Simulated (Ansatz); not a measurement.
**C3H8BCl2N: up Jacob's ladder to CCSD(T)**

One table from this session's results is given with a row withheld; the runs are named, their logs left out.

Method: functionals in def2-TZVPP, the program's frozen cores in correlated methods; program: Ansatz 0.2.0, Gaussian basis.

The runs, in order: LDA (SPW92), PBE-D4, revPBE-D4, BLYP-D4, r2SCAN-D4, B97M-V, PBE0-D4, B3LYP-D4, r2SCANh-D4, r2SCAN0-D4, HSE06-D4, BHLYP-D4, CAM-B3LYP-D4, LC-ωPBE, ωB97X-V, ωB97M-V, B2PLYP, PBE-QIDH; CCSD(T)/def2-SVP; MP2/def2-TZVPP; MP2/def2-QZVPP; RPA on PBE.

### The geometry

The geometry comes from an earlier relaxation with PBE0-D4 in a triple-zeta def2 set; it is a stationary point, not always the lowest conformer.

SMILES `CCN(C)B(Cl)Cl`, 15 atoms, charge 0, spin multiplicity 1.

Atoms are counted from 1 here; the program's logs count them from 0.

Bond lengths: C1–C2 1.518 Å, C1–H8 1.092 Å, C1–H9 1.092 Å, C1–H10 1.092 Å, C2–N3 1.458 Å, C2–H11 1.090 Å, C2–H12 1.095 Å, N3–C4 1.448 Å, N3–B5 1.387 Å, C4–H13 1.094 Å, C4–H14 1.095 Å, C4–H15 1.087 Å, B5–Cl6 1.768 Å, B5–Cl7 1.770 Å. Angles: C2–C1–H8 110.4°, C2–C1–H9 111.8°, C2–C1–H10 110.3°, H8–C1–H9 108.3°, H8–C1–H10 108.2°, H9–C1–H10 107.8°, C1–C2–N3 112.9°, C1–C2–H11 109.8°, C1–C2–H12 110.3°, N3–C2–H11 108.8°, N3–C2–H12 107.7°, H11–C2–H12 107.1°, C2–N3–C4 113.5°, C2–N3–B5 122.7°, C4–N3–B5 123.7°, N3–C4–H13 110.7°, N3–C4–H14 110.3°, N3–C4–H15 110.6° and more.

Set-up of the first run:

Contents of in.yaml:

```yaml
crystal:
  periodic: [false, false, false]
  atoms:
    - {symbol: C, position_ang: [-0.626929, -0.334259, 1.697682]}
    - {symbol: C, position_ang: [-0.080251, -0.936995, 0.416376]}
    - {symbol: N, position_ang: [0.327469, 0.070252, -0.556410]}
    - {symbol: C, position_ang: [-0.763546, 0.561926, -1.371996]}
    - {symbol: B, position_ang: [1.630614, 0.535715, -0.651745]}
    - {symbol: Cl, position_ang: [2.105694, 1.768391, -1.827274]}
    - {symbol: Cl, position_ang: [2.904321, -0.081839, 0.410117]}
    - {symbol: H, position_ang: [0.144747, 0.249593, 2.203138]}
    - {symbol: H, position_ang: [-1.480541, 0.319560, 1.505618]}
    - {symbol: H, position_ang: [-0.957875, -1.123372, 2.376695]}
    - {symbol: H, position_ang: [0.774804, -1.573382, 0.642524]}
    - {symbol: H, position_ang: [-0.836441, -1.570808, -0.058510]}
    - {symbol: H, position_ang: [-1.566637, 0.959263, -0.744189]}
    - {symbol: H, position_ang: [-1.177576, -0.248516, -1.980730]}
    - {symbol: H, position_ang: [-0.419752, 1.353871, -2.031995]}
basis:
  gaussian: {orbitals: def2-TZVPP}
hamiltonian: {xc: lda}
output: {orbitals: {seedname: orbitals}}
```

Command:

```console
ansatz run in.yaml --threads 4 --pin off --events-out ev --progress --plain --max-ram 11315MiB
```

Steps of the session up to this table: LDA; PBE-D4 (GGA); revPBE-D4 (GGA); BLYP-D4 (GGA); r2SCAN-D4 (meta-GGA); B97M-V (meta-GGA); B3LYP-D4 (hybrid); r2SCANh-D4 (hybrid); r2SCAN0-D4 (hybrid); HSE06-D4 (hybrid); BHLYP-D4 (hybrid); CAM-B3LYP-D4 (range-separated); LC-ωPBE (range-separated); ωB97X-V (range-separated); ωB97M-V (range-separated); B2PLYP (double hybrid); PBE-QIDH (double hybrid).

One table of the session follows, with a row left open; its other results are not shown here.

It belongs to the step «Frontier levels by functional». 

| functional | HOMO (eV) | gap (eV) |
| --- | --- | --- |
| LDA (SPW92) | -6.34 | 5.39 |
| PBE-D4 | ? | ? |
| revPBE-D4 | -6.14 | 5.53 |
| BLYP-D4 | -6.06 | 5.53 |
| r2SCAN-D4 | -6.44 | 6.03 |
| B97M-V | -6.55 | 6.24 |
| PBE0-D4 | -7.48 | 7.72 |
| B3LYP-D4 | -7.25 | 7.31 |
| r2SCANh-D4 | -6.92 | 6.85 |
| r2SCAN0-D4 | -7.64 | 8.07 |
| HSE06-D4 | -7.08 | 6.94 |
| BHLYP-D4 | -8.67 | 9.99 |
| CAM-B3LYP-D4 | -8.83 | 10.20 |
| LC-ωPBE | -10.18 | 12.69 |
| ωB97X-V | -9.82 | 12.25 |
| ωB97M-V | -9.72 | 11.92 |

Q: Estimate the row for PBE-D4 from the others.

The run gave: HOMO (eV): -6.20; gap (eV): 5.49. In the column «HOMO (eV)» it lies between LDA (SPW92) (-6.34) and revPBE-D4 (-6.14).
